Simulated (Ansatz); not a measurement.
# CH₄ClFGeSi: a ladder of functionals and wavefunction methods

One table from this session's results is given with a row withheld; the runs are named, their logs left out.

Program: Ansatz 0.2.0, Gaussian basis. Level of theory: functionals in def2-TZVPP, the program's frozen cores in correlated methods. These are calculated values, not measurements.

Plan: LDA (SPW92), PBE-D4, revPBE-D4, BLYP-D4, r2SCAN-D4, B97M-V, PBE0-D4, B3LYP-D4, r2SCANh-D4, r2SCAN0-D4, HSE06-D4, BHLYP-D4, CAM-B3LYP-D4, LC-ωPBE, ωB97X-V, ωB97M-V, B2PLYP, PBE-QIDH; CCSD(T)/def2-SVP; CCSD(T)/def2-TZVPP; MP2/def2-QZVPP; extrapolation to the limit; RPA on PBE.

## The relaxed structure

The geometry comes from an earlier relaxation with PBE0-D4 in a triple-zeta def2 set; it is a stationary point, not always the lowest conformer.

SMILES `F[C@H]1[SiH2][Ge@@H]1[Cl]`, 9 atoms, charge 0, spin multiplicity 1.

Atoms are counted from 1 here; the program's logs count them from 0.

Bond lengths: F1–C2 1.369 Å, C2–Si3 1.905 Å, C2–Ge4 1.997 Å, C2–H6 1.096 Å, Si3–Ge4 2.327 Å, Si3–H7 1.483 Å, Si3–H8 1.483 Å, Ge4–Cl5 2.151 Å, Ge4–H9 1.530 Å. Angles: F1–C2–Si3 124.2°, F1–C2–Ge4 126.9°, F1–C2–H6 110.7°, Si3–C2–Ge4 73.2°, Si3–C2–H6 110.6°, Ge4–C2–H6 105.9°, C2–Si3–Ge4 55.2°, C2–Si3–H7 113.7°, C2–Si3–H8 120.7°, Ge4–Si3–H7 109.6°, Ge4–Si3–H8 131.9°, H7–Si3–H8 113.3°, C2–Ge4–Si3 51.6°, C2–Ge4–Cl5 113.2°, C2–Ge4–H9 121.0°, Si3–Ge4–Cl5 126.5°, Si3–Ge4–H9 121.7°, Cl5–Ge4–H9 109.6°.

Set-up of the first run:

in.yaml reads:

```yaml
crystal:
  periodic: [false, false, false]
  atoms:
    - {symbol: F, position_ang: [-0.009848, -0.079514, 2.221983]}
    - {symbol: C, position_ang: [0.161088, 0.346048, 0.932442]}
    - {symbol: Si, position_ang: [1.112619, -0.627358, -0.399939]}
    - {symbol: Ge, position_ang: [-1.096218, 0.077214, -0.595045]}
    - {symbol: Cl, position_ang: [-1.777086, 1.921050, -1.467830]}
    - {symbol: H, position_ang: [0.440565, 1.405576, 0.908150]}
    - {symbol: H, position_ang: [1.148142, -2.089937, -0.159472]}
    - {symbol: H, position_ang: [2.375606, -0.096295, -0.968207]}
    - {symbol: H, position_ang: [-2.266369, -0.903083, -0.489281]}
basis:
  gaussian: {orbitals: def2-TZVPP}
hamiltonian: {xc: lda}
output: {orbitals: {seedname: orbitals}}
```

Steps of the session up to this table: LDA; PBE-D4 (GGA); revPBE-D4 (GGA); BLYP-D4 (GGA); r2SCAN-D4 (meta-GGA); B97M-V (meta-GGA); PBE0-D4 (hybrid); B3LYP-D4 (hybrid); r2SCANh-D4 (hybrid); r2SCAN0-D4 (hybrid); HSE06-D4 (hybrid); BHLYP-D4 (hybrid); CAM-B3LYP-D4 (range-separated); LC-ωPBE (range-separated); ωB97X-V (range-separated); ωB97M-V (range-separated); B2PLYP (double hybrid); PBE-QIDH (double hybrid).

One of the session's tables, all rows but one given; the rest of the session is left out.

It belongs to the step «Orbital energies across the functionals». 

| functional | HOMO (eV) | gap (eV) |
| --- | --- | --- |
| LDA (SPW92) | -6.14 | 3.72 |
| PBE-D4 | -5.99 | 3.82 |
| revPBE-D4 | -5.93 | 3.86 |
| BLYP-D4 | -5.84 | 3.79 |
| r2SCAN-D4 | -6.23 | 4.27 |
| B97M-V | -6.30 | 4.34 |
| PBE0-D4 | -7.09 | 5.77 |
| B3LYP-D4 | -6.89 | 5.34 |
| r2SCANh-D4 | -6.64 | 4.98 |
| r2SCAN0-D4 | -7.24 | 6.04 |
| HSE06-D4 | ? | ? |
| BHLYP-D4 | -8.05 | 7.67 |
| CAM-B3LYP-D4 | -8.32 | 8.02 |
| LC-ωPBE | -9.57 | 10.41 |
| ωB97X-V | -9.26 | 10.01 |
| ωB97M-V | -9.10 | 9.62 |

**Question.** Estimate the row for HSE06-D4.

As computed: HOMO (eV): -6.70; gap (eV): 5.01. In the column «HOMO (eV)» it lies between B3LYP-D4 (-6.89) and r2SCANh-D4 (-6.64).
